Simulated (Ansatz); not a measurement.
# Se2: the cost of one run

Computed with Ansatz 0.2.0 (the levels named in each step, unless a step's input says otherwise).

### 1 The system as given

Bond lengths: Se1–Se2 2.437 Å.

As a file:

```xyz
2

Se    0.0000    0.0000    0.0000
Se    0.0000    0.0000    2.4369
```

### 2 A rough first relaxation, PBE-D4/def2-SVPD

This run stands in another session on the same molecule. It ended at:

```xyz
2

Se    0.0000    0.0000   -0.0210
Se    0.0000    0.0000    2.4579
```

### 3 Relaxation, PBE0-D4/def2-TZVPPD

This run stands in another session on the same molecule. It ended at:

```xyz
2

Se    0.0000    0.0000    0.0110
Se    0.0000    0.0000    2.4259
```

### 4 Frequencies, PBE0-D4/def2-TZVPPD

input.yaml

```yaml
crystal:
  periodic: [false, false, false]
  atoms:
    - { symbol: Se, position_ang: [0.0, 0.0, 0.01099445] }
    - { symbol: Se, position_ang: [0.0, 0.0, 2.42590555] }
total_charge: -2
basis:
  gaussian: { orbitals: def2-TZVPPD.json }
hamiltonian:
  xc: pbe0
  dispersion: d4
phonons: {}
```

The run is started by

```console
$ ansatz run input.yaml --threads 2 --pin off --max-ram 5120MiB --backend cpu --events-out ev --progress --plain --runs-dir out
```

**Question.** How long does this run take on 2 threads of AMD EPYC (Zen 3), shared host, and how much memory does it need?

About 27 s, with a peak of 0.27 GiB.
